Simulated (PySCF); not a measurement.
# EuH4O2 (Eu(H2O)23+): the cost of one run

Computed with PySCF 2.14.0. Level: PBE0, Eu lcecp-1-SVP with ECP52, O def2-SVP, H def2-SVP; scalar-relativistic core potentials, no spin–orbit coupling.

2 further runs of the same task are left out: 2 for a known fault of the program.

**1. The system as given**

7 atoms, charge 3, spin multiplicity 1.

Bond lengths: Eu1–O2 2.485 Å, Eu1–O5 2.485 Å, O2–H3 0.970 Å, O2–H4 0.970 Å, O5–H6 0.970 Å, O5–H7 0.970 Å. Angles: O2–Eu1–O5 180.0°, Eu1–O2–H3 127.5°, Eu1–O2–H4 127.5°, H3–O2–H4 105.1°, Eu1–O5–H6 127.5°, Eu1–O5–H7 127.5°, H6–O5–H7 105.1°.

As a file:

| atom | x (Å) | y (Å) | z (Å) |
| --- | --- | --- | --- |
| Eu1 | 0.0000 | 0.0000 | 0.0000 |
| O2 | 0.0000 | 0.0000 | 2.4850 |
| H3 | 0.5445 | 0.5445 | 3.0750 |
| H4 | -0.5445 | -0.5445 | 3.0750 |
| O5 | 0.0000 | 0.0000 | -2.4850 |
| H6 | 0.5445 | -0.5445 | -3.0750 |
| H7 | -0.5445 | 0.5445 | -3.0750 |

Formal oxidation states: Eu +3. Each metal's 6 4f electrons lie in its core potential, so multiplicities, spins and levels count the valence alone.

**2. SCF at the start, singlet**

Contents of run.py (the lines that set the calculation):

```python
mol = gto.M(atom='''
Eu     0.00000     0.00000     0.00000
O      0.00000     0.00000     2.48500
H      0.54450     0.54450     3.07500
H     -0.54450    -0.54450     3.07500
O      0.00000     0.00000    -2.48500
H      0.54450    -0.54450    -3.07500
H     -0.54450     0.54450    -3.07500''',
    basis={'Eu': 'lcecp-1-SVP', 'O': 'def2-SVP', 'H': 'def2-SVP'},
    ecp={'Eu': 'lcecp-1-SVP'},
    charge=3, spin=0)
mf = dft.RKS(mol, xc='PBE0')
mf.grids.atom_grid = (50, 194)  # f atoms: unpruned, at least (60, 302)
mf = mf.density_fit()  # fitting sets: Eu AutoAux, O def2-universal-JKFIT, H def2-universal-JKFIT
mf.conv_tol = 1e-08; mf.max_cycle = 55
mf.kernel(dm0)  # dm0: free metal ions and neutral atoms
```

Run with:

```bash
$ OMP_NUM_THREADS=2 python run.py
```

What time and memory should one allow on 2 threads of Arm Neoverse V1, shared host?

About 2.5 s, with a peak of 0.48 GiB.
